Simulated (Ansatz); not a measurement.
**YSe2 (CdCl2 type): a single-point run**

Aim: a sound single-point run of YSe2 (CdCl2 type). The structure is shown as the input types it.

Computed with Ansatz 0.2.0 (DFT PBE, scalar-relativistic, plane waves, PAW, unless a step's input says otherwise).

1 further run of the same task is left out (it didn't finish). Runs told in other sessions of the task aren't counted.

## Step 1: The starting structure

It takes space group R-3m (No. 166, trigonal). Conventional cell: a = 4.340 Å, b = 4.340 Å, c = 15.628 Å, α = 90.00°, β = 90.00°, γ = 120.00°. Y (site symmetry -3m) is surrounded by 6 Se at 2.86 Å. Se (site symmetry 3m) is surrounded by 3 Y at 2.86 Å.

Structure file:

```cif
data_structure
_symmetry_space_group_name_H-M 'P 1'
_symmetry_Int_Tables_number 1
_cell_length_a 5.7806
_cell_length_b 5.7806
_cell_length_c 5.7806
_cell_angle_alpha 44.098
_cell_angle_beta 44.098
_cell_angle_gamma 44.098
_cell_volume 84.98
loop_
_atom_site_label
_atom_site_type_symbol
_atom_site_fract_x
_atom_site_fract_y
_atom_site_fract_z
_atom_site_occupancy
Y1 Y 0.00000 0.00000 0.00000 1
Se1 Se 0.24458 0.24458 0.24458 1
Se2 Se 0.75542 0.75542 0.75542 1
```

## Step 2: The calculation

Input file input.yaml:

```yaml
crystal:
  lattice:
    - [2.17004695139, 1.252877191522, 5.209249422304]
    - [-2.17004695139, 1.252877191522, 5.209249422304]
    - [0.0, -2.505754383095, 5.209249422292]
  atoms:
    - { symbol: "Y", position: [0.0, 0.0, 0.0] }
    - { symbol: Se, position: [0.2445848164, 0.2445848164, 0.2445848164] }
    - { symbol: Se, position: [0.7554151836, 0.7554151836, 0.7554151836] }
basis:
  ecutwfc: 420
  ecutrho_ratio: 4
kpoints:
  mp_grid: { grid: [10, 10, 10] }
hamiltonian:
  xc: pbe
scf:
  occupations: { method: gaussian, width: 0.05 }
  max_iter: 75
output:
  forces: true
  stress: true
magnetization:
  spin_polarized: true
  initial_magnetization: 1
```

On the command line:

```
$ ansatz run input.yaml --threads 2 --pin off --max-ram 2662MiB --backend cpu --events-out ev --progress --plain --runs-dir out
```

**Question.** How will this run end, and is anything wrong with its input?

The program finished normally, with warnings (seeded moment not kept). Its log warns: «the starting moments were not kept: the SCF closed with an absolute magnetisation of 1.8e-6 μB, where they sum to 1 μB in size (3 sites) ...»

In the input, magnetization.spin_polarized is true; magnetization.initial_magnetization is 1. A typed moment is only a start; here the run ends at the energy of the run without it (within 1 meV an atom), so the result stands.

No remedy is needed.
